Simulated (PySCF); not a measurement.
**A diatomic session: BPb+**

The task here is to estimate one member of a computed series from the others.

Program: PySCF 2.14.0. Level of theory: B cc-pVDZ, Pb cc-pVDZ-PP with ECP60, scalar-relativistic core potentials. These are calculated values, not measurements.

Set-up of the first run:

Settings of the job:

```yaml
atoms: B, Pb
charge: 1
basis: B cc-pVDZ, Pb cc-pVDZ-PP with ECP60
Hamiltonian: scalar-relativistic core potentials
basis_functions: 37
electrons_treated: 26
masses_in_u: 11.0093, 207.9766
levels: PBE0, PBE, r²SCAN, LDA, PBEsol, B2PLYP, HF, MP2, SCS-MP2, CCSD, CCSD(T)
grid: 80 radial by 434 angular points
occupations: held fixed by the projection of orbital angular momentum
dissociation_limit: B + Pb+, each in its ground configuration
starting_distance_in_angstrom: 2.310
values_of_2S_to_try: 0, 2
```

On the command line:

```bash
OMP_NUM_THREADS=1 python dia.py task.json out
```

Among the steps run: The job; PBE0 along the bond; Other states along the same grid; PBE; r²SCAN (meta-GGA); LDA (local density); PBEsol (GGA); B2PLYP (double hybrid); UHF (mean field); MP2 and coupled cluster.

One of the session's tables, all rows but one given; the rest of the session is left out.

Differences from CCSD(T) in the same basis:

```
   level  Re (mÅ)  ωe (%)
UHF-CCSD       +9    -3.1
     LDA        ?       ?
     PBE      -12    +5.3
  PBEsol      -37    +9.3
  r²SCAN      -42   +11.3
    PBE0      -51   +11.3
  B2PLYP      -38   +11.1
```

Q: Estimate the row for LDA from the others.

As computed: Re (mÅ): -60; ωe (%): +13.1. In the column «Re (mÅ)» it is the lowest.

CCSD(T) in a basis this small is itself some way from its limit, more so than the functionals.
